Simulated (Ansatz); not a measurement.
**H₈O₂Si₂Sn: a ladder of functionals and wavefunction methods**

The task here is to estimate one member of a computed series from the others.

The runs use Ansatz 0.2.0, Gaussian basis; functionals in def2-TZVPP, the program's frozen cores in correlated methods.

The runs, in order: LDA (SPW92), PBE-D4, revPBE-D4, BLYP-D4, r2SCAN-D4, B97M-V, PBE0-D4, B3LYP-D4, r2SCANh-D4, r2SCAN0-D4, HSE06-D4, BHLYP-D4, CAM-B3LYP-D4, LC-ωPBE, ωB97X-V, ωB97M-V, B2PLYP, PBE-QIDH; CCSD(T)/def2-SVP; MP2/def2-TZVPP; MP2/def2-QZVPP; RPA on PBE.

**The relaxed structure**

An earlier PBE0-D4 in a triple-zeta def2 set relaxation fixed the geometry. Sn takes the def2 core potential; no spin-orbit term is included.

SMILES `[SiH3][O][SnH2][O][SiH3]`, 13 atoms, charge 0, spin multiplicity 1.

Atoms are counted from 1 here; the program's logs count them from 0.

Bond lengths: Si1–O2 1.634 Å, Si1–H6 1.486 Å, Si1–H7 1.492 Å, Si1–H8 1.488 Å, O2–Sn3 1.949 Å, Sn3–O4 1.949 Å, Sn3–H9 1.695 Å, Sn3–H10 1.695 Å, O4–Si5 1.634 Å, Si5–H11 1.492 Å, Si5–H12 1.486 Å, Si5–H13 1.488 Å. Angles: O2–Si1–H6 108.8°, O2–Si1–H7 110.9°, O2–Si1–H8 110.9°, H6–Si1–H7 108.8°, H6–Si1–H8 109.0°, H7–Si1–H8 108.2°, Si1–O2–Sn3 136.0°, O2–Sn3–O4 105.1°, O2–Sn3–H9 109.5°, O2–Sn3–H10 105.7°, O4–Sn3–H9 105.7°, O4–Sn3–H10 109.5°, H9–Sn3–H10 120.4°, Sn3–O4–Si5 136.0°, O4–Si5–H11 110.9°, O4–Si5–H12 108.8°, O4–Si5–H13 110.9°, H11–Si5–H12 108.8° and more.

The first run:

The input, in.yaml:

```yaml
crystal:
  periodic: [false, false, false]
  atoms:
    - {symbol: Si, position_ang: [-1.248778, 1.199088, 1.581247]}
    - {symbol: O, position_ang: [-0.069850, 1.562562, 0.510129]}
    - {symbol: Sn, position_ang: [0.350409, 1.078330, -1.330683]}
    - {symbol: O, position_ang: [0.297667, -0.869893, -1.367265]}
    - {symbol: Si, position_ang: [0.969112, -2.080472, -0.499550]}
    - {symbol: H, position_ang: [-1.408973, 2.337670, 2.522580]}
    - {symbol: H, position_ang: [-2.547160, 0.962953, 0.885385]}
    - {symbol: H, position_ang: [-0.905868, -0.024844, 2.354464]}
    - {symbol: H, position_ang: [-0.902928, 1.589854, -2.351501]}
    - {symbol: H, position_ang: [1.939894, 1.607255, -1.592153]}
    - {symbol: H, position_ang: [2.317879, -1.690415, 0.004907]}
    - {symbol: H, position_ang: [1.110198, -3.274843, -1.372314]}
    - {symbol: H, position_ang: [0.118697, -2.431844, 0.669554]}
basis:
  gaussian: {orbitals: def2-TZVPP}
hamiltonian: {xc: lda}
output: {orbitals: {seedname: orbitals}}
```

Run with:

```
ansatz run in.yaml --threads 4 --pin off --events-out ev --progress --plain --max-ram 11315MiB
```

Among the steps run: LDA; PBE-D4 (GGA); revPBE-D4 (GGA); BLYP-D4 (GGA); r2SCAN-D4 (meta-GGA); B97M-V (meta-GGA); PBE0-D4 (hybrid); B3LYP-D4 (hybrid); r2SCANh-D4 (hybrid); r2SCAN0-D4 (hybrid); HSE06-D4 (hybrid); BHLYP-D4 (hybrid); CAM-B3LYP-D4 (range-separated); LC-ωPBE (range-separated); ωB97X-V (range-separated); ωB97M-V (range-separated); B2PLYP (double hybrid); PBE-QIDH (double hybrid).

One table of the session follows, with a row left open; its other results are not shown here.

It belongs to the step «Frontier levels by functional». 

```
  functional  HOMO (eV)  gap (eV)
 LDA (SPW92)      -7.08      5.09
      PBE-D4      -7.00      5.27
   revPBE-D4      -6.96      5.33
     BLYP-D4      -6.91      5.24
   r2SCAN-D4      -7.35      5.94
      B97M-V      -7.49      5.89
     PBE0-D4      -8.42      7.65
    B3LYP-D4      -8.21      7.16
  r2SCANh-D4      -7.87      6.81
  r2SCAN0-D4      -8.66      8.09
    HSE06-D4      -8.02      6.88
    BHLYP-D4      -9.80      9.96
CAM-B3LYP-D4      -9.83     10.05
     LC-ωPBE     -11.18     12.60
     ωB97X-V          ?         ?
     ωB97M-V     -10.72     11.65
```

Q: Estimate the row for ωB97X-V from the others.

As computed: HOMO (eV): -10.85; gap (eV): 12.11. In the column «HOMO (eV)» it lies between LC-ωPBE (-11.18) and ωB97M-V (-10.72).
